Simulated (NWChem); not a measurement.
# One shape, several levels: AgBr (silver bromide)

Aim: a comparison of 6 runs (HF/STO-3G, HF/def2-TZVPPD, PBE0/STO-3G, CAM-B3LYP/def2-TZVP, TPSS/def2-TZVP, MP2/def2-SVP) of AgBr (silver bromide). 

The results are computed with NWChem 7.3.0.

## Step 1: The system as given

The species is AgBr (2 atoms), meant as a singlet with charge 0. SMILES: `[Br][Ag]`. Geometry: relaxed at PBE0-D4/def2-TZVP.

Bond lengths: Br1–Ag2 2.409 Å.

## Step 2: Energy and forces at HF/STO-3G (run 1)

run.py

```python
from ase import Atoms
from ase.calculators.nwchem import NWChem

system = Atoms(['Br', 'Ag'], positions=[
    [1.040000, -0.393400, 0.519100],
    [-1.010500, 0.333200, -0.515000],
])

calc = NWChem(
    label='agbr',
    theory='scf',
    memory='2200 mb',
    basis='STO-3G',
    basispar='spherical bse',
    scf={'nopen': '0', 'rhf': None, 'thresh': '1e-08', 'maxiter': '80'},
)
system.calc = calc

forces = system.get_forces()
print("Total energy (eV):", round(system.get_potential_energy(), 6))
print("forces (eV/A):")
for s, f in zip(system.symbols, forces):
    print(f"{s:2s} {f[0]:10.5f} {f[1]:10.5f} {f[2]:10.5f}")
print("dipole (e A):", system.get_dipole_moment().round(4))
```

Started as:

```sh
$ export ASE_NWCHEM_COMMAND="nwchem PREFIX.nwi > PREFIX.nwo"
$ python run.py
```

What it wrote:

```text
Total energy (eV): -209289.249883
forces (eV/A):
Br   -2.52344    0.89418   -1.27259
Ag    2.52344   -0.89418    1.27259
dipole (e A): [-0.7741  0.2743 -0.3904]
```

The calculator wrote agbr.nwi:

```
title "agbr"

permanent_dir agbr

scratch_dir agbr

start agbr

geometry units angstrom nocenter noautosym noautoz
  Br 1.0400000000000000e+00 -3.9340000000000003e-01 5.1910000000000001e-01
  Ag -1.0105000000000000e+00 3.3320000000000000e-01 -5.1500000000000001e-01
end

memory 2200 mb

basis spherical bse noprint
   * library STO-3G
end

scf
  nopen 0
  rhf
  thresh 1e-08
  maxiter 80
end

task scf gradient
```

agbr.nwo:

```text
Northwest Computational Chemistry Package (NWChem) 7.3.0
             --------------------------------------------------------

           Job information
           ---------------

    nwchem branch   = 7.3.0
    use scalapack   = T
    input           = agbr.nwi
    prefix          = agbr.
    data base       = agbr/agbr.db
    status          = startup
    nproc           =        1

           Memory information
           ------------------

[... 5 lines left out ...]
    hardfail = no
[... 100 lines left out ...]
         Quadratically convergent ROHF
[... 16 lines left out ...]
       Final RHF  results
[... 4 lines left out ...]
      Two-electron energy =   3360.514760156822
[... 54 lines left out ...]
                       ROHF Final Molecular Orbital Analysis
[... 160 lines left out ...]
                 ----------------------------------------
                 |  Time  |  1-e(secs)   |  2-e(secs)   |
                 ----------------------------------------
                 |  CPU   |       0.00   |       1.45   |
                 ----------------------------------------
                 |  WALL  |       0.00   |       1.45   |
                 ----------------------------------------

 Task  times  cpu:        5.6s     wall:        5.6s
 Total times  cpu:        5.6s     wall:        5.6s
```

It took 6.6 s on 1 thread of Intel Xeon 6975P-C (Granite Rapids), shared host; peak memory 0.099 GiB.

## Step 3: Energy and forces at HF/def2-TZVPPD (core potential) (run 2)

m1.xyz

```xyz
2

Br     1.040000    -0.393400     0.519100
Ag    -1.010500     0.333200    -0.515000
```

run.py

```python
from ase.io import read
from ase.calculators.nwchem import NWChem

system = read('m1.xyz')

calc = NWChem(
    label='m1',
    theory='scf',
    memory='2200 mb',
    basis='def2-TZVPPD',
    basispar='spherical bse',
    scf={'nopen': '0', 'rhf': None, 'thresh': '1e-08', 'maxiter': '80', 'print': 'low'},
    **{'ecp bse': {'Ag library': 'def2-TZVPPD'}},
)
system.calc = calc

forces = system.get_forces()
e = system.get_potential_energy()
print(f"E = {e:.6f} eV")
print("forces (eV/A):")
for s, f in zip(system.symbols, forces):
    print(f"{s:2s} {f[0]:10.5f} {f[1]:10.5f} {f[2]:10.5f}")
```

Started as:

```sh
$ export ASE_NWCHEM_COMMAND="nwchem PREFIX.nwi > PREFIX.nwo"
$ python run.py
```

What it wrote:

```text
E = -73976.594867 eV
forces (eV/A):
Br    0.81231   -0.28786    0.40968
Ag   -0.81231    0.28786   -0.40968
```

The calculator wrote m1.nwi:

```
title "m1"

permanent_dir m1

scratch_dir m1

start m1

geometry units angstrom nocenter noautosym noautoz
  Br 1.0400000000000000e+00 -3.9340000000000003e-01 5.1910000000000001e-01
  Ag -1.0105000000000000e+00 3.3320000000000000e-01 -5.1500000000000001e-01
end

memory 2200 mb

basis spherical bse noprint
   * library def2-TZVPPD
end

scf
  nopen 0
  rhf
  thresh 1e-08
  maxiter 80
  print low
end
ecp bse
  Ag library def2-TZVPPD
end

task scf gradient
```

m1.nwo:

```text
Northwest Computational Chemistry Package (NWChem) 7.3.0
             --------------------------------------------------------

           Job information
           ---------------

    nwchem branch   = 7.3.0
    use scalapack   = T
    input           = m1.nwi
    prefix          = m1.
    data base       = m1/m1.db
    status          = startup
    nproc           =        1

           Memory information
           ------------------

[... 5 lines left out ...]
    hardfail = no
[... 82 lines left out ...]
       Final RHF  results
[... 3 lines left out ...]
      One-electron energy =  -4138.258705781548
[... 1 line left out ...]
 Nuclear repulsion energy =    146.096282035420
[... 1 line left out ...]
        Time for solution =     39.2s

                              NWChem Gradients Module
                              -----------------------

                         RHF ENERGY GRADIENTS

    atom               coordinates                        gradient
                 x          y          z           x          y          z
   1 Br      1.965315  -0.743418   0.980957   -0.015797   0.005598  -0.007967
   2 Ag     -1.909568   0.629657  -0.973209    0.015797  -0.005598   0.007967

 Task  times  cpu:       50.5s     wall:       50.5s
 Total times  cpu:       50.5s     wall:       50.5s
```

Run time: 52 s. Hardware: 1 thread of Intel Xeon 6975P-C (Granite Rapids), shared host; peak memory 0.13 GiB.

Runs 3 to 5 aren't shown in full; the table further down has their settings and results.

## Step 4: Energy and gradient at MP2/def2-SVP (core potential) (run 6)

run.py

```python
from ase import Atoms
from ase.calculators.nwchem import NWChem

system = Atoms(['Br', 'Ag'], positions=[
    [1.040000, -0.393400, 0.519100],
    [-1.010500, 0.333200, -0.515000],
])

calc = NWChem(
    label='a',
    theory='mp2',
    memory='2200 mb',
    basis='def2-SVP',
    basispar='spherical bse',
    scf={'nopen': '0', 'rhf': None, 'thresh': '1e-08', 'maxiter': '80'},
    mp2={'freeze': 'core 9', 'tight': None},
    **{'ecp bse': {'Ag library': 'def2-SVP'}},
)
system.calc = calc

forces = system.get_forces()
print(f"energy = {system.get_potential_energy():.6f} eV")
print("forces (eV/A):")
for s, f in zip(system.symbols, forces):
    print(f"{s:2s} {f[0]:10.5f} {f[1]:10.5f} {f[2]:10.5f}")
```

Started as:

```sh
$ export ASE_NWCHEM_COMMAND="nwchem PREFIX.nwi > PREFIX.nwo"
$ python run.py
```

What it wrote:

```text
energy = -73982.198912 eV
forces (eV/A):
Br    0.04314   -0.01527    0.02175
Ag   -0.04314    0.01527   -0.02175
```

The calculator wrote a.nwi:

```
title "a"

permanent_dir a

scratch_dir a

start a

geometry units angstrom nocenter noautosym noautoz
  Br 1.0400000000000000e+00 -3.9340000000000003e-01 5.1910000000000001e-01
  Ag -1.0105000000000000e+00 3.3320000000000000e-01 -5.1500000000000001e-01
end

memory 2200 mb

basis spherical bse noprint
   * library def2-SVP
end

scf
  nopen 0
  rhf
  thresh 1e-08
  maxiter 80
end
mp2
  freeze core 9
  tight
end
ecp bse
  Ag library def2-SVP
end

task mp2 gradient
```

a.nwo:

```text
Northwest Computational Chemistry Package (NWChem) 7.3.0
             --------------------------------------------------------

           Job information
           ---------------

    nwchem branch   = 7.3.0
    use scalapack   = T
    input           = a.nwi
    prefix          = a.
    data base       = a/a.db
    status          = startup
    nproc           =        1

           Memory information
           ------------------

[... 5 lines left out ...]
    hardfail = no
[... 106 lines left out ...]
 Convergence threshold     :          1.000E-08
[... 17 lines left out ...]
      One-electron energy =  -4138.044816014059
[... 47 lines left out ...]
                       ROHF Final Molecular Orbital Analysis
[... 346 lines left out ...]
  MP2 natural orbitals output to a/a.mp2nos
[... 8 lines left out ...]
                 ----------------------------------------
                 |  Time  |  1-e(secs)   |  2-e(secs)   |
                 ----------------------------------------
                 |  CPU   |       0.01   |       2.11   |
                 ----------------------------------------
                 |  WALL  |       0.01   |       2.11   |
                 ----------------------------------------
 -----------------------
 Task  times  cpu:       19.6s     wall:       19.6s
 Total times  cpu:       19.7s     wall:       19.7s
```

Run time: 21 s. Hardware: 1 thread of Intel Xeon 6975P-C (Granite Rapids), shared host; peak memory 0.18 GiB.

## Step 5: All runs side by side

| run | level | core potential | iteration cap | energy (Eh) | dipole moment (D) | HOMO energy (eV) | LUMO energy (eV) | wall time |
| --- | --- | --- | --- | --- | --- | --- | --- | --- |
| 1 | HF/STO-3G | – | 80 | -7691.238134 | 4.37 | -6.47 | 3.58 | 6.6 s |
| 2 | HF/def2-TZVPPD (core potential) | def2-TZVPPD | 80 | -2718.589740 | – | – | – | 52 s |
| 3 | PBE0/STO-3G | – | 100 | -7694.007954 | 3.05 | -3.08 | -0.50 | 29 s |
| 4 | CAM-B3LYP/def2-TZVP (core potential) | def2-TZVP | 100 | -2721.278135 | 5.61 | -8.51 | -2.41 | 57 s |
| 5 | TPSS/def2-TZVP (core potential) | def2-TZVP | 100 | -2721.036084 | 4.98 | -6.15 | -3.84 | 28 s |
| 6 | MP2/def2-SVP (core potential) | def2-SVP | 80 | -2718.795685 | 5.76 | -9.55 | -0.48 | 21 s |

## Step 6: What came out

| quantity | value |
| --- | --- |
| run 6: total energy | -2718.79569 Eh |
| run 6: dipole moment (of the density that the program reports) | 5.76 D |
| run 6: HOMO energy (Hartree–Fock orbitals) | -9.55 eV |
| run 6: LUMO energy (Hartree–Fock orbitals) | -0.48 eV |
| run 6: HOMO–LUMO gap (Hartree–Fock orbitals) | 9.07 eV |
| run 6: correlation energy (9 core orbitals frozen) | -556.5 mEh |
| run 6: largest force on an atom | 0.051 eV/Å |

Over runs 1, 3, 4, 5, 6 the dipole moment (its size) runs from 3.05 D (PBE0/STO-3G) to 5.76 D (MP2/def2-SVP). The two ends differ in method and basis and core potential. Over runs 1, 3, 4, 5 the HOMO–LUMO gap runs from 2.31 eV (TPSS/def2-TZVP) to 10.05 eV (HF/STO-3G). Totals of different functionals can't be ranked against each other. Some runs of one species differ in core potentials or relativity; totals across that change don't compare. In runs 1, 3 the basis is minimal, so the values are rough. In runs 1, 3 relativity is left out where basis or elements ask for it. All runs together took 3.2 min, the longest 57 s.
